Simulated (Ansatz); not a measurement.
# C₂H₈GeSi, SMILES C=[CH][GeH2][SiH3]: an atomisation energy

With the Python package of Ansatz (0.2.0).

Interactive session:
```pycon
>>> from collections import Counter
>>> import ansatz as az
>>> def energy_of(molecule, charge=0, unpaired=0):
...     calc = molecule.calculation().basis(gaussian="6-31G*").functional("pbe", dispersion="d4")
...     if charge:
...         calc = calc.charge(charge)
...     if unpaired:
...         calc = calc.spin("collinear", total=unpaired)
...     report = calc.run().report
...     if report["published_state_doubts"]:
...         print("  doubts:", report["published_state_doubts"])
...     return report["free_energy_ev"]
...
>>> mol = (
...     az.Crystal.molecule()
...     .atom("C", (-1.3123, 1.527, -0.1288))
...     .atom("C", (-0.4151, 1.2666, 0.743))
...     .atom("Ge", (0.1479, -0.545, 0.9538))
...     .atom("Si", (1.115, -1.3143, -1.0371))
...     .atom("H", (-1.8152, 0.7924, -0.7694))
...     .atom("H", (-1.6868, 2.616, -0.2594))
...     .atom("H", (0.0636, 2.0535, 1.3521))
...     .atom("H", (-0.9803, -1.4141, 1.3862))
...     .atom("H", (1.2843, -0.5838, 2.1005))
...     .atom("H", (2.1818, -0.4841, -1.4103))
...     .atom("H", (-0.0125, -1.2614, -2.0465))
...     .atom("H", (1.5067, -2.708, -0.85))
... )
>>> # unpaired electrons of the ground-state atoms
>>> unpaired = {"C": 2, "Ge": 2, "Si": 2, "H": 1}
>>> counts = Counter(site.symbol for site in mol.cartesian_sites)
>>> atom_energy = {s: energy_of(az.Crystal.molecule().atom(s, (0, 0, 0)), 0, unpaired[s]) for s in counts}
>>> whole = energy_of(mol, 0, 0)
>>> for s, e in atom_energy.items():
...     print(f"{s:2s} x{counts[s]}  {e:14.5f} eV")
...
C  x2     -1028.12444 eV
Ge x1    -56499.84710 eV
Si x1     -7869.58850 eV
H  x8       -13.53580 eV
>>> print(f"C2H8GeSi: {whole:.5f} eV")
C2H8GeSi: -66574.95307 eV
>>> split = sum(counts[s] * e for s, e in atom_energy.items()) - whole
>>> print(f"atomisation energy (no zero-point term): {23.060548 * split:.1f} kcal/mol, {split / sum(counts.values()):.3f} eV an atom")
atomisation energy (no zero-point term): 945.1 kcal/mol, 3.415 eV an atom
```

945.1 kcal/mol from the electronic energies, without the zero-point term.

Notes:
- Total energies depend on the basis set; only differences at equal settings carry meaning.
- The geometry is a force-field or estimated start, not a minimum of this method, and the basis set is short of its limit. All parts are taken at fixed geometry, without zero-point energy.
- This functional overbinds, so such energies come out a few per cent too high (LDA far more).
- It ran for 4.6 s on 1 thread of Arm Neoverse V2 (shared host), peak memory 0.21 GiB.
